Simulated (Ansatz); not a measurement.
**Ir2Rh3: from a guess to a relaxed structure, part 1 of 2**

Where does this trial cell of Ir2Rh3 go when cell and atoms are let free, and does the end survive a random kick?

Method: DFT PBE, scalar-relativistic, plane waves, PAW, in Ansatz 0.2.0.

**1. The system as given**

The structure is hexagonal, space group P-6m2 (No. 187). The conventional cell has a = 2.735 Å, b = 2.735 Å, c = 22.035 Å, α = 90.00°, β = 90.00°, γ = 120.00°. Around Ir (site symmetry -6m2) lie 6 Rh at 2.70 Å and 6 Ir at 2.73 Å. Ir (site symmetry 3m) has 6 Rh at 2.70 to 2.72 Å and 6 Ir at 2.73 Å in its first shell of neighbours. Ir (site symmetry -6m2) has 6 Rh at 2.71 Å and 6 Ir at 2.73 Å in its first shell of neighbours. Around Rh (site symmetry 3m) lie 3 Ir at 2.70 Å and 9 Rh at 2.72 to 2.73 Å. Rh (site symmetry 3m) is surrounded by 6 Ir at 2.71 to 2.72 Å and 6 Rh at 2.73 Å.

As a file:

```
CELL_PARAMETERS angstrom
2.73473 0.00000 0.00000
-1.36736 2.36834 0.00000
0.00000 0.00000 22.03529
ATOMIC_POSITIONS crystal
Ir 0.00000 0.00000 0.00000
Ir 0.33333 0.66667 0.29954
Ir 0.33333 0.66667 0.50000
Ir 0.33333 0.66667 0.70046
Rh 0.00000 0.00000 0.79984
Rh 0.00000 0.00000 0.20016
Rh 0.00000 0.00000 0.39987
Rh 0.00000 0.00000 0.60013
Rh 0.33333 0.66667 0.90050
Rh 0.33333 0.66667 0.09950
```

The start is the relaxed end of an invented cell (made as: elements ordered on the sites of the Gd type, Rh/Ir on Gd (P-6m2, No. 187)), taken up again for a closer look.

**2. A first look at the guess**

File input.yaml:

```yaml
crystal:
  lattice:
    - [2.7347286, 0.0, 0.0]
    - [-1.3673643, 2.3683445, 0.0]
    - [0.0, 0.0, 22.0352947]
  atoms:
    - { symbol: Ir, position: [0.0, 0.0, 0.0] }
    - { symbol: Ir, position: [0.3333333, 0.6666667, 0.299544] }
    - { symbol: Ir, position: [0.3333333, 0.6666667, 0.5] }
    - { symbol: Ir, position: [0.3333333, 0.6666667, 0.700456] }
    - { symbol: Rh, position: [0.0, 0.0, 0.799837] }
    - { symbol: Rh, position: [0.0, 0.0, 0.200163] }
    - { symbol: Rh, position: [0.0, 0.0, 0.399867] }
    - { symbol: Rh, position: [0.0, 0.0, 0.600133] }
    - { symbol: Rh, position: [0.3333333, 0.6666667, 0.900498] }
    - { symbol: Rh, position: [0.3333333, 0.6666667, 0.099502] }
basis:
  ecutwfc: 420
kpoints:
  mp_grid: { grid: [6, 6, 1] }
hamiltonian:
  xc: pbe
scf:
  occupations: { method: gaussian, width: 0.1 }
  lower_state_search: "off"
output:
  forces: true
  stress: true
  eigenvalues: true
```

On the command line:

```sh
ansatz run input.yaml --threads 4 --pin off --max-ram 8192MiB --backend cpu --events-out ev --progress --plain --runs-dir out
```

The log of the run, shortened:

```text
[...]
SCF converged after 8 iterations
Free energy (F): -86158.070302 eV
[...]
E sigma→0 (E₀):  -86158.024505 eV
Entropy (-TS):   -0.091594 eV (-9.159 meV/atom)
Fermi energy:    23.019143 eV
[...]
--- Forces (eV/Å), atoms counted from 1 ---
  atom   1  Ir     0.00000000     0.00000000     0.00000000
  atom   2  Ir    -0.00000000    -0.00000000    -0.05077775
  atom   3  Ir    -0.00000000    -0.00000000     0.00000000
  atom   4  Ir    -0.00000000    -0.00000000     0.05077775
  atom   5  Rh     0.00000000     0.00000000    -0.08766847
  atom   6  Rh     0.00000000     0.00000000     0.08766847
  atom   7  Rh     0.00000000     0.00000000     0.02389826
  atom   8  Rh     0.00000000     0.00000000    -0.02389826
[...]
--- Stress (GPa, compression-positive) ---
        1.624837       0.000000       0.000000
        0.000000       1.624837       0.000000
        0.000000       0.000000      -1.494402
  P = ⅓ Tr σ = 0.5851 GPa (5.851 kbar)
--- Band table (eV; the first three rows and the last of 7) ---
[...]
```

Wall time 2.3 s (4 threads of Intel Xeon Platinum 8488C (Sapphire Rapids), shared host); peak memory 0.64 GiB.

From the probe: pressure 0.6 GPa, largest force 0.09 eV/Å, gap on this mesh none (metal). The relaxation goes to the converged mesh at once.

**3. Spin check on a coarse mesh**

File input.yaml:

```yaml
crystal:
  lattice:
    - [2.7347286, 0.0, 0.0]
    - [-1.3673643, 2.3683445, 0.0]
    - [0.0, 0.0, 22.0352947]
  atoms:
    - { symbol: Ir, position: [0.0, 0.0, 0.0], spin: 1.0 }
    - { symbol: Ir, position: [0.3333333, 0.6666667, 0.299544], spin: 1.0 }
    - { symbol: Ir, position: [0.3333333, 0.6666667, 0.5], spin: 1.0 }
    - { symbol: Ir, position: [0.3333333, 0.6666667, 0.700456], spin: 1.0 }
    - { symbol: Rh, position: [0.0, 0.0, 0.799837], spin: 1.0 }
    - { symbol: Rh, position: [0.0, 0.0, 0.200163], spin: 1.0 }
    - { symbol: Rh, position: [0.0, 0.0, 0.399867], spin: 1.0 }
    - { symbol: Rh, position: [0.0, 0.0, 0.600133], spin: 1.0 }
    - { symbol: Rh, position: [0.3333333, 0.6666667, 0.900498], spin: 1.0 }
    - { symbol: Rh, position: [0.3333333, 0.6666667, 0.099502], spin: 1.0 }
basis:
  ecutwfc: 420
kpoints:
  mp_grid: { grid: [6, 6, 1] }
hamiltonian:
  xc: pbe
scf:
  occupations: { method: gaussian, width: 0.1 }
  lower_state_search: "off"
output:
  forces: true
  stress: true
  eigenvalues: true
  populations: true
magnetization:
  spin_polarized: true
```

On the command line:

```sh
ansatz run input.yaml --threads 4 --pin off --max-ram 8192MiB --backend cpu --events-out ev --progress --plain --runs-dir out
```

The log of the run, shortened:

```text
[...]
SCF converged after 26 iterations
Magnetization: 0.0000 μB (85.0000 up, 85.0000 down)
Absolute magnetization: 0.0001 μB (∫|ρ↑−ρ↓|, with the PAW one-centre terms)
Spin contamination: 0.0000 ħ² per cell (⟨S²⟩ above its minimum at these occupations)
[...]
Free energy (F): -86158.070302 eV
[...]
E sigma→0 (E₀):  -86158.024506 eV
Entropy (-TS):   -0.091594 eV (-9.159 meV/atom)
Fermi energy:    23.019144 eV
[...]
--- Forces (eV/Å), atoms counted from 1 ---
  atom   1  Ir     0.00000000     0.00000000     0.00000000
  atom   2  Ir    -0.00000000    -0.00000000    -0.05078250
  atom   3  Ir    -0.00000000    -0.00000000     0.00000000
  atom   4  Ir    -0.00000000    -0.00000000     0.05078250
  atom   5  Rh     0.00000000     0.00000000    -0.08767700
  atom   6  Rh     0.00000000     0.00000000     0.08767700
  atom   7  Rh     0.00000000     0.00000000     0.02389047
  atom   8  Rh     0.00000000     0.00000000    -0.02389047
[...]
--- Stress (GPa, compression-positive) ---
        1.624699       0.000000      -0.000000
        0.000000       1.624699      -0.000000
       -0.000000      -0.000000      -1.494156
  P = ⅓ Tr σ = 0.5851 GPa (5.851 kbar)
--- Band table (eV; the first three rows and the last of 14) ---
[...]
--- Löwdin populations: 10 sites ---
  site symbol       q [e]    m [muB]
     0     Ir     16.7376     0.0000
     1     Ir     16.7489     0.0000
     2     Ir     16.7577     0.0000
     3     Ir     16.7489     0.0000
     4     Rh     16.9383     0.0000
     5     Rh     16.9383     0.0000
     6     Rh     16.9565     0.0000
     7     Rh     16.9565     0.0000
     8     Rh     16.9454     0.0000
     9     Rh     16.9454     0.0000
  spilling = 0.007803 (of n_electrons = 170.000000)
```

It took 12 s on 4 threads of Intel Xeon Platinum 8488C (Sapphire Rapids), shared host; peak memory 0.75 GiB.

Per atom:

| atom | Löwdin electrons |
| --- | --- |
| Ir1 | 16.74 |
| Ir2 | 16.75 |
| Ir3 | 16.76 |
| Ir4 | 16.75 |
| Rh5 | 16.94 |
| Rh6 | 16.94 |
| Rh7 | 16.96 |
| Rh8 | 16.96 |
| Rh9 | 16.95 |
| Rh10 | 16.95 |

The Löwdin counts miss 1.33 of the 170 electrons, which the atomic orbitals do not span, so they are no charges.

The same cell is solved with trial moments on Ir and Rh. The largest site moment that stays is 0.00 μB and the cell's total 0.00 μB. The workflow keeps spin only above 0.25 μB on a site, so the next run goes without spin.

**4. Full relaxation**

File input.yaml:

```yaml
crystal:
  lattice:
    - [2.7347286, 0.0, 0.0]
    - [-1.3673643, 2.3683445, 0.0]
    - [0.0, 0.0, 22.0352947]
  atoms:
    - { symbol: Ir, position: [0.0, 0.0, 0.0] }
    - { symbol: Ir, position: [0.3333333, 0.6666667, 0.299544] }
    - { symbol: Ir, position: [0.3333333, 0.6666667, 0.5] }
    - { symbol: Ir, position: [0.3333333, 0.6666667, 0.700456] }
    - { symbol: Rh, position: [0.0, 0.0, 0.799837] }
    - { symbol: Rh, position: [0.0, 0.0, 0.200163] }
    - { symbol: Rh, position: [0.0, 0.0, 0.399867] }
    - { symbol: Rh, position: [0.0, 0.0, 0.600133] }
    - { symbol: Rh, position: [0.3333333, 0.6666667, 0.900498] }
    - { symbol: Rh, position: [0.3333333, 0.6666667, 0.099502] }
basis:
  ecutwfc: 420
kpoints:
  mp_grid: { grid: [18, 18, 2] }
hamiltonian:
  xc: pbe
scf:
  occupations: { method: gaussian, width: 0.1 }
output:
  forces: true
  stress: true
  eigenvalues: true
  write_density: true
  write_potential: true
  elf: true
  volumetric_format: npy
relax:
  adjacent_minimum: "off"
  f_tol: 0.01
  max_steps: 80
  cell: { stress_tol: 0.05 }
```

On the command line:

```sh
ansatz run input.yaml --threads 4 --pin off --max-ram 8192MiB --backend cpu --events-out ev --progress --plain --runs-dir out
```

The log of the run, shortened:

```text
Warning: RAYON_NUM_THREADS=4 ignored (pool sized by the plan → 4); use --threads N
[...]
Pseudopotentials: kind: paw
Pseudopotential: Ir, paw, valence charge 17, recommended cutoff 420 eV (normal), Ir.paw.azcp
Pseudopotential: Rh, paw, valence charge 17, recommended cutoff 420 eV (normal), Rh.paw.azcp
Functional definition: PBE
[...]
Crystal: 10 atoms, lattice volume = 142.718 Å³
Basis set: ecut = 420 eV, 2815 PW (Γ), exchange–correlation on 40×40×300 points (8 copies of the dense FFT grid, shifted against one another)
Bands: 102, of which v1, the nominal top of the filled ones, is band 85 counted from 1 (84 counted from 0)
Symmetry: 12 space group operations
Space group: P-6m2 (ITA 187), of the structure as read, at distance tolerance 5.2e-5 Å
k-points: 74 of 648 (time reversal used)
[...]
  cell:  # Å, volume = 142.7177 Å³
    - [2.73472863460877, 0.0, 0.0]
    - [-1.367364317304385, 2.3683444700279264, 0.0]
    - [0.0, 0.0, 22.0352947]
  atoms:
    - { symbol: Ir, position: [1.8503715974178453e-17, -7.401487051415874e-17, 0.0] }
    - { symbol: Ir, position: [0.3333333333333333, 0.6666666666666666, 0.299544] }
    - { symbol: Ir, position: [0.3333333333333333, 0.6666666666666666, 0.49999999999999994] }
    - { symbol: Ir, position: [0.3333333333333333, 0.6666666666666666, 0.700456] }
    - { symbol: Rh, position: [1.8503715974178453e-17, -7.401487051415874e-17, 0.7998369999999999] }
    - { symbol: Rh, position: [1.8503715974178453e-17, -7.401487051415874e-17, 0.20016299999999998] }
    - { symbol: Rh, position: [1.8503715974178453e-17, -7.401487051415874e-17, 0.399867] }
    - { symbol: Rh, position: [1.8503715974178453e-17, -7.401487051415874e-17, 0.6001329999999999] }
    - { symbol: Rh, position: [0.3333333333333333, 0.6666666666666666, 0.9004979999999999] }
    - { symbol: Rh, position: [0.3333333333333333, 0.6666666666666666, 0.09950199999999998] }
```

It took 49 s on 4 threads of Intel Xeon Platinum 8488C (Sapphire Rapids), shared host; peak memory 1.2 GiB.

Relaxation path:

| step | energy from step 1 (eV/cell) | largest force component (eV/Å) | pressure (GPa) | volume (Å³) |
| --- | --- | --- | --- | --- |
| 1 | 0.0000 | 0.0005 | 0.00 | 142.72 |
| 2 | 0.0000 | 0.0005 | 0.00 | 142.72 |

Step 1 is the start. Step 2 repeats the geometry before it on a plane-wave basis chosen anew for that cell, so its energy need not be comparable with the rows above.

|  | before | after | change |
| --- | --- | --- | --- |
| a (Å) | 2.735 | 2.735 | 0.0 % |
| b (Å) | 2.735 | 2.735 | 0.0 % |
| c (Å) | 22.035 | 22.035 | 0.0 % |
| volume (Å³/atom) | 14.27 | 14.27 | 0.0 % |
| shortest distance (Å) | 2.700 | 2.700 | 0.0 % |
| space group (0.01 Å) | P-6m2 | P-6m2 | same |

The run keeps the 12 symmetry operations of the start, so it could not have lowered the symmetry.

Density in a lattice plane of the grid's cell (edges 2.73 and 22.04 Å, at 0.667 of the third edge), which holds Ir and Rh.

Ten even steps from '0' (0.26 e/Å³) to '9' (14.22 e/Å³):
```
000000
059500
000000
000001
000000
046400
000000
000001
000000
046400
000000
000001
000000
046400
000000
000001
000000
059500
000000
000001
```
Columns run along the first of these edges and rows up along the second, over one cell in 6 and 20 even steps from the bottom left corner. Atoms in the plane (fractional): Ir at (0.33, 0.30), Ir at (0.33, 0.50), Ir at (0.33, 0.70), Rh at (0.33, 0.90), Rh at (0.33, 0.10).

ELF in the same plane.

Ten even steps from ' ' (0.21) to '@' (0.77):
```
..      ..  
::@@@@@@::  
            
::      ::==
..........  
::##--%%--::
....  ....  
::      ::==
....  ....  
::##--%%--::
....  ....  
::      ::==
....  ....  
::##--%%--::
..........  
::      ::==
            
::@@@@@@::  
..      ..  
--......::==
```
Columns run along the first of these edges and rows up along the second, over one cell in 6 and 20 even steps from the bottom left corner. Atoms in the plane (fractional): Ir at (0.33, 0.30), Ir at (0.33, 0.50), Ir at (0.33, 0.70), Rh at (0.33, 0.90), Rh at (0.33, 0.10).

Both are smooth fields of the valence electrons: close to the nuclei they are not physical.

**5. Changing settings: symmetry.detect false**

File input.yaml:

```yaml
crystal:
  lattice:
    - [2.7347286346, 0.0, 0.0]
    - [-1.3673643173, 2.36834447, 0.0]
    - [0.0, 0.0, 22.0352947]
  atoms:
    - { symbol: Ir, position: [0.0, 0.0, 0.0] }
    - { symbol: Ir, position: [0.3333333333, 0.6666666667, 0.299544] }
    - { symbol: Ir, position: [0.3333333333, 0.6666666667, 0.5] }
    - { symbol: Ir, position: [0.3333333333, 0.6666666667, 0.700456] }
    - { symbol: Rh, position: [0.0, 0.0, 0.799837] }
    - { symbol: Rh, position: [0.0, 0.0, 0.200163] }
    - { symbol: Rh, position: [0.0, 0.0, 0.399867] }
    - { symbol: Rh, position: [0.0, 0.0, 0.600133] }
    - { symbol: Rh, position: [0.3333333333, 0.6666666667, 0.900498] }
    - { symbol: Rh, position: [0.3333333333, 0.6666666667, 0.099502] }
  symmetry: { detect: false }
basis:
  ecutwfc: 420
kpoints:
  mp_grid: { grid: [18, 18, 2] }
hamiltonian:
  xc: pbe
scf:
  occupations: { method: gaussian, width: 0.1 }
output:
  forces: true
  eigenvalues: true
  stress: true
```

On the command line:

```sh
ansatz run input.yaml --threads 4 --pin off --max-ram 8192MiB --backend cpu --events-out ev --progress --plain --runs-dir out
```

The log of the run, shortened:

```text
Warning: RAYON_NUM_THREADS=4 ignored (pool sized by the plan → 4); use --threads N
[...]
[... 4 set-up lines as earlier in the session ...]
[...]
Crystal: 10 atoms, lattice volume = 142.718 Å³
Basis set: ecut = 420 eV, 2815 PW (Γ), exchange–correlation on 40×40×300 points (8 copies of the dense FFT grid, shifted against one another)
Bands: 102, of which v1, the nominal top of the filled ones, is band 85 counted from 1 (84 counted from 0)
Symmetry: 1 space group operations
k-points: 328 of 648 (time reversal used)
[...]
SCF iter   1: F=—  HF=-86158.312410 eV  |F-HF|=—  |Δ(HF+E_count)|=         —  Δρ=1.02e-2  dr2=4.09e-1  ethr=1.77e-3  ⟨swp⟩=5.4  Hψ=106908  notcnv=0  defer=669
[...]
SCF iter   7: F=-86158.317045 eV  HF=-86158.317045 eV  |F-HF|=5.29e-8  |Δ(HF+E_count)|=   5.06e-8  Δρ=6.77e-6  dr2=6.91e-8  ethr=5.88e-11  ⟨swp⟩=8.3  Hψ=125845  notcnv=0
[...]
SCF converged after 7 iterations
Free energy (F): -86158.317045 eV
[...]
E sigma→0 (E₀):  -86158.280130 eV
Entropy (-TS):   -0.073830 eV (-7.383 meV/atom)
Fermi energy:    23.114614 eV
[...]
--- Forces (eV/Å), atoms counted from 1 ---
  atom   1  Ir    -0.00000002    -0.00000001    -0.00000019
  atom   2  Ir     0.00000001    -0.00000001    -0.00051608
  atom   3  Ir     0.00000001    -0.00000002    -0.00000002
  atom   4  Ir    -0.00000002     0.00000000     0.00051610
  atom   5  Rh     0.00000001     0.00000000    -0.00004543
  atom   6  Rh    -0.00000004    -0.00000002     0.00004536
  atom   7  Rh     0.00000020    -0.00000009     0.00033417
  atom   8  Rh     0.00000010    -0.00000002    -0.00033413
[...]
--- Stress (GPa, compression-positive) ---
        0.000523      -0.000000      -0.000000
       -0.000000       0.000522      -0.000000
       -0.000000      -0.000000      -0.002460
  P = ⅓ Tr σ = -0.0005 GPa (-0.005 kbar)
--- Band table (eV; the first three rows and the last of 328) ---
[...]
```

Wall time 71 s (4 threads of Intel Xeon Platinum 8488C (Sapphire Rapids), shared host); peak memory 3.1 GiB.

| run | ending | energy change | pressure (GPa) | gap (eV) | force (eV/Å) | cycles | time |
| --- | --- | --- | --- | --- | --- | --- | --- |
| step 4 | converged | 0 | 0.0 | 0.00 | 0.00 | - | 49 s |
| variant | converged | 0.0 meV/atom | 0.0 | 0.00 | 0.00 | 7 | 71 s |

With the changed use of symmetry the energy agrees within 0.5 meV/atom.

**6. Kick test: the unmoved cell on a coarse mesh**

File input.yaml:

```yaml
crystal:
  lattice:
    - [2.7347286346, 0.0, 0.0]
    - [-1.3673643173, 2.36834447, 0.0]
    - [0.0, 0.0, 22.0352947]
  atoms:
    - { symbol: Ir, position: [1.0, 1.0, 0.0] }
    - { symbol: Ir, position: [0.3333333333, 0.6666666667, 0.299544] }
    - { symbol: Ir, position: [0.3333333333, 0.6666666667, 0.5] }
    - { symbol: Ir, position: [0.3333333333, 0.6666666667, 0.700456] }
    - { symbol: Rh, position: [1.0, 1.0, 0.799837] }
    - { symbol: Rh, position: [1.0, 1.0, 0.200163] }
    - { symbol: Rh, position: [1.0, 1.0, 0.399867] }
    - { symbol: Rh, position: [1.0, 1.0, 0.600133] }
    - { symbol: Rh, position: [0.3333333333, 0.6666666667, 0.900498] }
    - { symbol: Rh, position: [0.3333333333, 0.6666666667, 0.099502] }
basis:
  ecutwfc: 420
kpoints:
  mp_grid: { grid: [12, 12, 1] }
hamiltonian:
  xc: pbe
scf:
  occupations: { method: gaussian, width: 0.2 }
  lower_state_search: "off"
output:
  forces: true
  stress: true
  eigenvalues: true
```

On the command line:

```sh
ansatz run input.yaml --threads 4 --pin off --max-ram 8192MiB --backend cpu --events-out ev --progress --plain --runs-dir out
```

The log of the run, shortened:

```text
[...]
SCF converged after 8 iterations
Free energy (F): -86158.355905 eV
[...]
E sigma→0 (E₀):  -86158.193185 eV
Entropy (-TS):   -0.325439 eV (-32.544 meV/atom)
Fermi energy:    23.085014 eV
[...]
--- Forces (eV/Å), atoms counted from 1 ---
  atom   1  Ir     0.00000000     0.00000000     0.00000000
  atom   2  Ir     0.00000000    -0.00000000     0.01136878
  atom   3  Ir     0.00000000    -0.00000000     0.00000000
  atom   4  Ir     0.00000000    -0.00000000    -0.01136878
  atom   5  Rh     0.00000000     0.00000000    -0.00332979
  atom   6  Rh     0.00000000     0.00000000     0.00332979
  atom   7  Rh     0.00000000     0.00000000    -0.00619880
  atom   8  Rh     0.00000000     0.00000000     0.00619880
[...]
--- Stress (GPa, compression-positive) ---
       -0.133362       0.000000       0.000000
       -0.000000      -0.133362       0.000000
        0.000000       0.000000       1.478668
  P = ⅓ Tr σ = 0.4040 GPa (4.040 kbar)
--- Band table (eV; the first three rows and the last of 19) ---
[...]
```

Run time: 5.4 s. Hardware: 4 threads of Intel Xeon Platinum 8488C (Sapphire Rapids), shared host; peak memory 0.72 GiB.

The cell holds 10 atoms.

(Continued in part 2 of 2.)
